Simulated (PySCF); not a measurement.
# C5HF3: the cost of one run

Computed with PySCF 2.14.0, with density-fitted response routines of our own, on a single molecule in the gas phase. Atoms count from 0, in the outputs and in this text.

### Step 1. The starting structure

9 atoms, charge 0, multiplicity 1; geometry from: GFN2-xTB. The atoms were then displaced at random by about 0.01 Å, so the start is not that level's minimum.

Bonds of the start (Å): C0–C1 1.23, C1–C2 1.37, C2–C3 1.15, C3–C4 1.49, C4–F5 1.36, C4–F6 1.34, C4–F7 1.34, C0–H8 1.02.

### Step 2. Geometry optimisation at PBE0-D3(BJ)/def2-SVP

The job: settings as JSON, then the geometry in Å.

```
{"job": {"xc": "PBE0", "basis": "def2-SVP", "d3": "d3bj", "grid": 1, "shake": 0.01, "kind": "geom"}, "charge": 0, "multiplicity": 1}
C      3.201900    -0.120820    -0.365350
C      1.981920    -0.063310    -0.217260
C      0.622960    -0.019590    -0.049570
C     -0.519330     0.021460     0.114680
C     -1.993420     0.054040     0.293880
F     -2.348260     0.838140     1.342760
F     -2.496020    -1.160440     0.536620
F     -2.611750     0.555060    -0.778170
H      4.219830    -0.121700    -0.484090
```

Started as:

```sh
$ OMP_NUM_THREADS=1 python probes_run.py task.json out
```

This one command runs all jobs of the session in turn.

Q: Estimate the wall time and peak memory of this first job on 1 thread of Arm Neoverse V1, shared host.

About 42 s, with a peak of 0.48 GiB.
